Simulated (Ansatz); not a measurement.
# B3H12Lu (Lu(BH4)3): the cost of one run

Computed with Ansatz 0.2.0. Level: DFT PBE, plane waves, PAW, molecule in a box with 9 Å of vacuum.

3 further runs of the same task are left out: 2 for a known fault of the program, 1 that didn't finish.

## Step 1: Where the work starts

16 atoms, charge 0, spin multiplicity 1.

Bond lengths: Lu1–B2 2.395 Å, Lu1–H4 2.208 Å, Lu1–H5 2.208 Å, Lu1–H6 2.261 Å, Lu1–B7 2.395 Å, Lu1–H9 2.208 Å, Lu1–H10 2.208 Å, Lu1–H11 2.261 Å, Lu1–B12 2.395 Å, Lu1–H14 2.208 Å, Lu1–H15 2.208 Å, Lu1–H16 2.261 Å, B2–H3 1.211 Å, B2–H4 1.270 Å, B2–H5 1.270 Å, B2–H6 1.255 Å, B7–H8 1.211 Å, B7–H9 1.270 Å and more. Angles: B2–Lu1–H4 31.7°, B2–Lu1–H5 31.7°, B2–Lu1–H6 31.1°, B2–Lu1–B7 120.0°, B2–Lu1–H9 101.4°, B2–Lu1–H10 101.4°, B2–Lu1–H11 151.1°, B2–Lu1–B12 120.0°, B2–Lu1–H14 130.7°, B2–Lu1–H15 130.7°, B2–Lu1–H16 88.9°, H4–Lu1–H5 54.2°, H4–Lu1–H6 53.6°, H4–Lu1–B7 130.7°, H4–Lu1–H9 100.9°, H4–Lu1–H10 127.1°, H4–Lu1–H11 150.6°, H4–Lu1–B12 101.4° and more.

Coordinates:

```xyz
16

Lu    0.0000    0.0000    0.0000
B     2.3947    0.0186    0.0000
H     3.6048   -0.0264    0.0000
H     1.8827   -0.5647    1.0057
H     1.8827   -0.5647   -1.0057
H     1.9271    1.1828    0.0000
B    -1.2135    2.0646    0.0000
H    -1.7796    3.1351    0.0000
H    -0.4523    1.9128    1.0057
H    -0.4523    1.9128   -1.0057
H    -1.9879    1.0775    0.0000
B    -1.1812   -2.0832    0.0000
H    -1.8253   -3.1087    0.0000
H    -1.4304   -1.3482    1.0057
H    -1.4304   -1.3482   -1.0057
H     0.0608   -2.2603    0.0000
```

Formal oxidation states: Lu +3. Each metal's 14 4f electrons lie in its core potential, so multiplicities, spins and levels count the valence alone. In the runs below they are in the valence, and the state is a singlet. An earlier session relaxed this geometry at BP86, Lu lcecp-1-SVP with ECP60, B def2-SVP, H def2-SVP (singlet, point group C3h).

## Step 2: Scalar-relativistic

input.yaml

```yaml
crystal:
  lattice:
    - [14.59, 0.0, 0.0]
    - [0.0, 15.24, 0.0]
    - [0.0, 0.0, 11.01]
  atoms:
    - { symbol: Lu, position: [0.44468197, 0.49925787, 0.50006812] }
    - { symbol: B, position: [0.60881494, 0.50047835, 0.50006812] }
    - { symbol: H, position: [0.69175874, 0.4975269, 0.50006812] }
    - { symbol: H, position: [0.57372584, 0.46220604, 0.59141599] }
    - { symbol: H, position: [0.57372584, 0.46220604, 0.40871935] }
    - { symbol: H, position: [0.57676765, 0.57687073, 0.50006812] }
    - { symbol: B, position: [0.36151199, 0.634729, 0.50006812] }
    - { symbol: H, position: [0.32271008, 0.70497244, 0.50006812] }
    - { symbol: H, position: [0.41367786, 0.62477297, 0.59141599] }
    - { symbol: H, position: [0.41367786, 0.62477297, 0.40871935] }
    - { symbol: H, position: [0.30843043, 0.56996194, 0.50006812] }
    - { symbol: B, position: [0.36371967, 0.36256693, 0.50006812] }
    - { symbol: H, position: [0.31957711, 0.29527559, 0.50006812] }
    - { symbol: H, position: [0.34664222, 0.41079528, 0.59141599] }
    - { symbol: H, position: [0.34664222, 0.41079528, 0.40871935] }
    - { symbol: H, position: [0.44884853, 0.3509416, 0.50006812] }
basis:
  ecutwfc: 420
  ecutrho_ratio: 4
kpoints:
  mp_grid: { grid: [1, 1, 1] }
hamiltonian:
  xc: pbe
scf:
  occupations: { method: gaussian, width: 0.01 }
output:
  forces: true
  eigenvalues: true
  populations: true
  hubbard: { sites: [{ species: Lu, l: f }] }
```

The run is started by

```bash
$ ansatz run input.yaml --threads 4 --pin off --max-ram 8192MiB --backend cpu --events-out ev --progress --plain --runs-dir out
```

**Question.** How long does this run take on 4 threads of Arm Neoverse V2, shared host, and how much memory does it need?

About 2.9 s, with a peak of 1.2 GiB.
